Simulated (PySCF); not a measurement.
# Nd(OH)3: other functionals and bases at one geometry

Aim: see how levels, charges and forces of Nd(OH)3 depend on the level of theory. It is a constructed species; whether it can be made isn't addressed.

Program: PySCF 2.14.0. Level of theory: several levels, as the steps say, no spin–orbit coupling. These are calculated values, not measurements.

4 further runs of the same task are left out: 2 for a known fault of the program, 2 that didn't finish.

**1. The starting structure**

7 atoms, charge 0, spin multiplicity 1.

Bond lengths: Nd1–O2 2.113 Å, Nd1–O4 2.113 Å, Nd1–O6 2.113 Å, O2–H3 0.969 Å, O4–H5 0.969 Å, O6–H7 0.969 Å. Angles: O2–Nd1–O4 115.8°, O2–Nd1–O6 115.8°, O4–Nd1–O6 115.8°, Nd1–O2–H3 171.2°, Nd1–O4–H5 171.2°, Nd1–O6–H7 171.2°.

Geometry (Å):

```xyz
7
H3NdO3
Nd    0.0000    0.0000   -0.3793
O     2.0668    0.0000    0.0596
H     2.9722    0.0000    0.4040
O    -1.0334    1.7899    0.0596
H    -1.4861    2.5740    0.4040
O    -1.0334   -1.7899    0.0596
H    -1.4861   -2.5741    0.4040
```

Formal oxidation states: Nd +3. Each metal's 3 4f electrons lie in its core potential, so multiplicities, spins and levels count the valence alone. An earlier session relaxed this geometry at BP86, Nd lcecp-1-SVP with ECP49, O def2-SVP, H def2-SVP (singlet, point group C3v).

At BP86 on the finer grid: E = -261.473128 Eh, HOMO -5.87 eV, LUMO -1.80 eV, Mulliken charge on Nd1 +0.87 e, largest force component 0.016 eV/Å. 

Levels to run: TPSSh; TPSS; PBE; CAM-B3LYP; BP86, TZVP. Hardware: 2 threads of Arm Neoverse V1, shared host.

**2. TPSSh**

run.py (the lines that set the calculation) reads:

```python
mol = gto.M(atom='''
Nd     0.00000     0.00000    -0.37926
O      2.06681     0.00000     0.05961
H      2.97225     0.00000     0.40401
O     -1.03340     1.78991     0.05961
H     -1.48613     2.57404     0.40401
O     -1.03340    -1.78991     0.05961
H     -1.48612    -2.57405     0.40401''',
    basis={'Nd': 'lcecp-1-SVP', 'O': 'def2-SVP', 'H': 'def2-SVP'},
    ecp={'Nd': 'lcecp-1-SVP'},
    charge=0, spin=0)
mf = dft.RKS(mol, xc='TPSSH')
mf.grids.atom_grid = (75, 302)  # f atoms: unpruned, at least (60, 302)
mf = mf.density_fit()  # fitting sets: Nd AutoAux, O def2-universal-JKFIT, H def2-universal-JKFIT
mf.conv_tol = 1e-08; mf.max_cycle = 55
mf.kernel(dm0)  # dm0: the density of the relaxed state
```

Command:

```sh
$ OMP_NUM_THREADS=2 python run.py
```

**3. TPSS**

run.py (the lines that set the calculation): that of step 2 with these lines changed.

```diff
@@ -11,3 +11,3 @@
     charge=0, spin=0)
-mf = dft.RKS(mol, xc='TPSSH')
+mf = dft.RKS(mol, xc='TPSS')
 mf.grids.atom_grid = (75, 302)  # f atoms: unpruned, at least (60, 302)
```

**4. PBE**

run.py (the lines that set the calculation): that of step 3 with these lines changed.

```diff
@@ -11,3 +11,3 @@
     charge=0, spin=0)
-mf = dft.RKS(mol, xc='TPSS')
+mf = dft.RKS(mol, xc='PBE')
 mf.grids.atom_grid = (75, 302)  # f atoms: unpruned, at least (60, 302)
```

**5. CAM-B3LYP**

run.py (the lines that set the calculation): that of step 4 with these lines changed.

```diff
@@ -11,3 +11,3 @@
     charge=0, spin=0)
-mf = dft.RKS(mol, xc='PBE')
+mf = dft.RKS(mol, xc='CAMB3LYP')
 mf.grids.atom_grid = (75, 302)  # f atoms: unpruned, at least (60, 302)
```

**6. BP86, TZVP**

Basis: Nd lcecp-1-TZVP with ECP49, O def2-TZVP, H def2-TZVP. 

run.py (the lines that set the calculation) reads:

```python
mol = gto.M(atom='''
Nd     0.00000     0.00000    -0.37926
O      2.06681     0.00000     0.05961
H      2.97225     0.00000     0.40401
O     -1.03340     1.78991     0.05961
H     -1.48613     2.57404     0.40401
O     -1.03340    -1.78991     0.05961
H     -1.48612    -2.57405     0.40401''',
    basis={'Nd': 'lcecp-1-TZVP', 'O': 'def2-TZVP', 'H': 'def2-TZVP'},
    ecp={'Nd': 'lcecp-1-TZVP'},
    charge=0, spin=0)
mf = dft.RKS(mol, xc='B88,P86')
mf.grids.atom_grid = (75, 302)  # f atoms: unpruned, at least (60, 302)
mf = mf.density_fit()  # fitting sets: Nd AutoAux, O def2-universal-JKFIT, H def2-universal-JKFIT
mf.conv_tol = 1e-08; mf.max_cycle = 55
mf.kernel(dm0)  # dm0: free metal ions and neutral atoms
```

What does the calculation give? Wanted: for each run, HOMO; gap; charge on Nd1; dipole; largest force.

**Answer**, as computed:

| level | state | HOMO (eV) | gap (eV) | charge on Nd1 (e) | dipole (D) | largest force (eV/Å) | basis functions | time |
| --- | --- | --- | --- | --- | --- | --- | --- | --- |
| BP86 (relaxed here) | singlet | -5.87 | 4.08 | 0.87 | 1.37 | 0.02 | 90 | 9.3 s |
| TPSSh | singlet | -6.50 | 5.06 | 1.04 | 1.51 | 0.31 | 90 | 5.7 s |
| TPSS | singlet | -5.84 | 4.16 | 0.97 | 1.44 | 0.11 | 90 | 6 s |
| PBE | singlet | -5.77 | 3.87 | 0.86 | 1.35 | 0.06 | 90 | 4.3 s |
| CAM-B3LYP | singlet | -8.88 | 8.26 | 1.05 | 1.57 | 0.52 | 90 | 5.3 s |
| BP86, TZVP | singlet | -6.21 | 4.38 | 1.59 | 1.62 | 0.31 | 158 | 11 s |

Times are on 2 threads of Arm Neoverse V1, shared host; the first row also made further properties.

In one basis the HOMO–LUMO gap runs from 3.87 eV (PBE) to 8.26 eV (CAM-B3LYP). The largest leftover force, 0.52 eV/Å with CAM-B3LYP, stands at a geometry relaxed at another level. The Mulliken charge on Nd spans +0.86 to +1.59 e over the levels. With 4f in the core, its levels are missing from HOMO and gap. Total energies of different levels can't be compared. Spin–orbit coupling is left out throughout.
